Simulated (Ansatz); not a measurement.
# WF: the cost of one run

Computed with Ansatz 0.2.0 (DFT PBE, scalar-relativistic, plane waves, PAW, unless a step's input says otherwise).

2 further runs of the same task are left out: 2 set aside as unsound or not needed.

### 1 The system as given

Symmetry: F-43m, No. 216, cubic system. Conventional cell: a = 4.918 Å, b = 4.918 Å, c = 4.918 Å, α = 90.00°, β = 90.00°, γ = 90.00°. Around W (site symmetry -43m) lie 4 F at 2.13 Å. Around F (site symmetry -43m) lie 4 W at 2.13 Å.

Structure file:

```cif
data_structure
_symmetry_space_group_name_H-M 'F-43m'
_symmetry_Int_Tables_number 216
_cell_length_a 4.9181
_cell_length_b 4.9181
_cell_length_c 4.9181
_cell_angle_alpha 90.000
_cell_angle_beta 90.000
_cell_angle_gamma 90.000
_cell_volume 118.96
loop_
_atom_site_label
_atom_site_type_symbol
_atom_site_symmetry_multiplicity
_atom_site_Wyckoff_symbol
_atom_site_fract_x
_atom_site_fract_y
_atom_site_fract_z
_atom_site_occupancy
W1 W 4 a 0.00000 0.00000 0.00000 1
F1 F 4 c 0.25000 0.25000 0.25000 1
```

This is candidate A: zinc blende type (F-43m, No. 216).

(A quick probe on a coarse mesh, which set the mesh and smearing, is not shown.)

### 3 Rough relaxation on the coarse mesh (candidate A)

The input, input.yaml:

```yaml
crystal:
  lattice:
    - [0.0, 2.4590549219, 2.4590549219]
    - [2.4590549219, 0.0, 2.4590549219]
    - [2.4590549219, 2.4590549219, 0.0]
  atoms:
    - { symbol: W, position: [0.0, 0.0, 0.0] }
    - { symbol: F, position: [0.75, 0.75, 0.75] }
basis:
  ecutwfc: 420
kpoints:
  mp_grid: { grid: [6, 6, 6] }
hamiltonian:
  xc: pbe
scf:
  occupations: { method: gaussian, width: 0.1 }
  lower_state_search: "off"
output:
  forces: true
  stress: true
  eigenvalues: true
relax:
  adjacent_minimum: "off"
  f_tol: 0.04
  max_steps: 70
  cell: { stress_tol: 0.4 }
```

On the command line:

```bash
$ ansatz run input.yaml --threads 1 --pin off --max-ram 2560MiB --backend cpu --events-out ev --progress --plain --runs-dir out
```

Q: Estimate wall time and peak memory on 1 thread of Intel Xeon 6975P-C (Granite Rapids), shared host.

About 2.1 s, with a peak of 0.33 GiB.
